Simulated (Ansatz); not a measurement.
# TiC (rocksalt type): the cost of one run

Computed with Ansatz 0.2.0 (DFT, PBE, PAW with Ansatz's default frozen-core files, scalar-relativistic, unless a step's input says otherwise).

### Step 1. The system as given

It takes space group Fm-3m (No. 225, cubic). Conventional cell: a = 4.309 Å, b = 4.309 Å, c = 4.309 Å, α = 90.00°, β = 90.00°, γ = 90.00°. Around Ti (site symmetry m-3m) lie 6 C at 2.15 Å. C (site symmetry m-3m) has 6 Ti at 2.15 Å as nearest neighbours.

Coordinates:

```
Ti C
1.0
     0.00000    2.15443    2.15443
     2.15443    0.00000    2.15443
     2.15443    2.15443    0.00000
Ti C
1 1
Cartesian
  0.0000 0.0000 0.0000
  2.1544 2.1544 2.1544
```

Whether this phase is the stable one at these pressures isn't tested.

Atoms are numbered in the order of the input: Ti1, C2.

### Step 2. Cell relaxed at zero pressure, PAW

input.yaml

```yaml
crystal:
  lattice:
    - [0.0, 2.15443469, 2.15443469]
    - [2.15443469, 0.0, 2.15443469]
    - [2.15443469, 2.15443469, 0.0]
  atoms:
    - { symbol: Ti, position: [0.0, 0.0, 0.0] }
    - { symbol: C, position: [0.5, 0.5, 0.5] }
kpoints:
  mp_grid: { grid: [15, 15, 15] }
scf:
  occupations: { method: fermi_dirac, width: 0.05 }
hamiltonian:
  xc: pbe
  pseudopotentials: { kind: paw }
output:
  forces: true
  stress: true
  write_density: true
  write_potential: true
  elf: true
  volumetric_format: npy
relax:
  f_tol: 0.005
  max_steps: 40
  cell: {}
```

The run is started by

```sh
ansatz run input.yaml --threads 1 --pin off --max-ram 2048MiB --backend cpu --events-out ev --progress --plain --runs-dir out
```

Q: Estimate wall time and peak memory on 1 thread of AMD EPYC 7R43 (Zen 3), shared host.

About 6.7 s, with a peak of 0.4 GiB.
